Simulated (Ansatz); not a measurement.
# Sr5Y (Sr (100), 6 layers): a single-point run

Aim: a sound single-point run of Sr5Y (Sr (100), 6 layers). The structure is shown as the input types it.

Program: Ansatz 0.2.0. Level of theory: DFT, PBE, all-electron LAPW, scalar-relativistic. These are calculated values, not measurements.

### Step 1. The structure to begin with

It takes space group P4mm (No. 99, tetragonal). Conventional cell: a = 4.270 Å, b = 4.270 Å, c = 35.096 Å, α = 90.00°, β = 90.00°, γ = 90.00°. Around Sr (site symmetry 4mm) lie 8 Sr at 4.22 to 4.27 Å. Sr (site symmetry 4mm) is surrounded by 8 Sr at 4.22 to 4.27 Å and 4 Y at 4.26 Å. Y (site symmetry 4mm) is surrounded by 8 Sr at 4.26 Å and 4 Y at 4.27 Å. Sr (site symmetry 4mm) has 8 Sr at 4.26 to 4.27 Å and 4 Y at 4.26 Å in its first shell of neighbours. Around Sr (site symmetry 4mm) lie 12 Sr at 4.22 to 4.27 Å.

Structure file:

```
Sr Y
1.0
     4.26970    0.00000    0.00000
     0.00000    4.26970    0.00000
     0.00000    0.00000   35.09570
Sr Y
5 1
Cartesian
  1.0674 1.0674 10.0894
  3.2023 3.2023 13.0431
  3.2023 3.2023 19.0505
  1.0674 1.0674 22.0526
  3.2023 3.2023 25.0063
  1.0674 1.0674 16.0452
```

### Step 2. Input and run

File input.yaml:

```yaml
crystal:
  lattice:
    - [4.269704387, 0.0, 0.0]
    - [0.0, 4.269704387, 0.0]
    - [0.0, 0.0, 35.0957]
  atoms:
    - { symbol: Sr, position: [0.25, 0.25, 0.2874821881] }
    - { symbol: Sr, position: [0.75, 0.75, 0.3716427093] }
    - { symbol: "Y", position: [0.25, 0.25, 0.4571855354] }
    - { symbol: Sr, position: [0.75, 0.75, 0.5428144995] }
    - { symbol: Sr, position: [0.25, 0.25, 0.6283572617] }
    - { symbol: Sr, position: [0.75, 0.75, 0.7125178059] }
kpoints:
  mp_grid: { grid: [9, 9, 1] }
scf:
  max_iter: 75
hamiltonian:
  xc: pbe
  pseudopotentials: { kind: all_electron, lapw: { basis_error: 0.001 } }
output:
  forces: true
  stress: true
  eigenvalues: true
efield:
  axis: 3
  amplitude: 0
  dipole_correction: true
```

On the command line:

```sh
$ ansatz run input.yaml --threads 2 --pin off --max-ram 4096MiB --backend cpu --events-out ev --progress --plain --runs-dir out
```

What happens when this is run?

The run ended at the input check. It says: «`scf.occupations.method` is required: fixed only where the cell keeps a band gap throughout the run, explicit beside scf.occupations.values (under evaluate: without them) ...»

In the input, scf.occupations.method is missing; scf.occupations.width is missing. The input leaves out something that has no default.

The cure: set scf.occupations.method to fermi_dirac and scf.occupations.width to 0.05.
